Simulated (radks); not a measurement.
# Valence configurations of Cd²⁺

Aim: which of several valence configurations of Cd²⁺ lies lowest at this level, and whether it is the one NIST lists ([Kr] 4d10).

Method: scalar-relativistic Kohn-Sham, BLYP, spin-unpolarised, spherical densities, point nucleus. Code: radks (a radial shooting solver on a logarithmic mesh, Libxc functionals) version 1.

### 1 Starting point

| Item | Value |
| --- | --- |
| element | cadmium (Z = 48) |
| charge | +2 |
| electrons | 46 |
| configuration | [Kr] 4d10 |
| others tried | 4d9 5p1; 4d9.5 5s0.5; 4d7 5p3; 4d6 5s1 5p3; 4d9.5 5p0.5; 4d9 5s1; 4d8.5 5s1 5p0.5; 4d8 5s2; 4d8 5p2 |

The outer shells:

Cd²⁺
```
[Kr] core
4d [↑↓][↑↓][↑↓][↑↓][↑↓]
```

### 2 [Kr] 4d10

The run's settings:

```text
Z 48
configuration [Kr] 4d10
relativity scalar-relativistic
functional b88,lyp
spin unpolarised
nucleus point
c 137.035999084
```

### 3 [Kr] 4d9 5p1

The run's settings:

```text
Z 48
configuration [Kr] 4d9 5p1
relativity scalar-relativistic
functional b88,lyp
spin unpolarised
nucleus point
c 137.035999084
```

### 4 [Kr] 4d9.5 5s0.5

The run's settings:

```text
Z 48
configuration [Kr] 4d9.5 5s0.5
relativity scalar-relativistic
functional b88,lyp
spin unpolarised
nucleus point
c 137.035999084
```

### 5 [Kr] 4d7 5p3

The run's settings:

```text
Z 48
configuration [Kr] 4d7 5p3
relativity scalar-relativistic
functional b88,lyp
spin unpolarised
nucleus point
c 137.035999084
```

### 6 [Kr] 4d6 5s1 5p3

The run's settings:

```text
Z 48
configuration [Kr] 4d6 5s1 5p3
relativity scalar-relativistic
functional b88,lyp
spin unpolarised
nucleus point
c 137.035999084
```

### 7 [Kr] 4d9.5 5p0.5

The run's settings:

```text
Z 48
configuration [Kr] 4d9.5 5p0.5
relativity scalar-relativistic
functional b88,lyp
spin unpolarised
nucleus point
c 137.035999084
```

### 8 [Kr] 4d9 5s1

The run's settings:

```text
Z 48
configuration [Kr] 4d9 5s1
relativity scalar-relativistic
functional b88,lyp
spin unpolarised
nucleus point
c 137.035999084
```

### 9 [Kr] 4d8.5 5s1 5p0.5

The run's settings:

```text
Z 48
configuration [Kr] 4d8.5 5s1 5p0.5
relativity scalar-relativistic
functional b88,lyp
spin unpolarised
nucleus point
c 137.035999084
```

### 10 [Kr] 4d8 5s2

The run's settings:

```text
Z 48
configuration [Kr] 4d8 5s2
relativity scalar-relativistic
functional b88,lyp
spin unpolarised
nucleus point
c 137.035999084
```

### 11 [Kr] 4d8 5p2

The run's settings:

```text
Z 48
configuration [Kr] 4d8 5p2
relativity scalar-relativistic
functional b88,lyp
spin unpolarised
nucleus point
c 137.035999084
```

Q: Predict the outcome of this session. Wanted: for each run, valence; E − E(NIST configuration); highest level; its energy; 1s shift.

As calculated:

| valence | E − E(NIST configuration) (eV) | highest level | its energy (eV) | 1s shift (eV) |
| --- | --- | --- | --- | --- |
| 4d10 | 0.000 | 4d | -30.349 | +0.00 |
| 4d9.5 5s0.5 | 4.704 | 5s | -22.408 | -2.79 |
| 4d9.5 5p0.5 | 8.170 | 5p | -15.881 | -3.51 |
| 4d9 5s1 | 10.049 | 5s | -23.253 | -5.68 |
| 4d9 5p1 | 17.263 | 5p | -16.809 | -7.11 |
| 4d8.5 5s1 5p0.5 | 19.769 | 5p | -17.052 | -9.40 |
| 4d8 5s2 | 22.755 | 5s | -24.931 | -11.78 |
| 4d8 5p2 | 38.316 | 5p | -18.573 | -14.53 |
| 4d7 5p3 | 63.303 | 5p | -20.242 | -22.22 |
| 4d6 5s1 5p3 | 83.254 | 5p | -21.309 | -28.95 |

**Reading.** Theory agrees with NIST among these: the next, 4d9.5 5s0.5, lies 4.704 eV higher. The energies are those of spherical spin-averaged densities, not of single terms. The 1s eigenvalue shifts by up to 28.95 eV as the valence charge is rearranged.
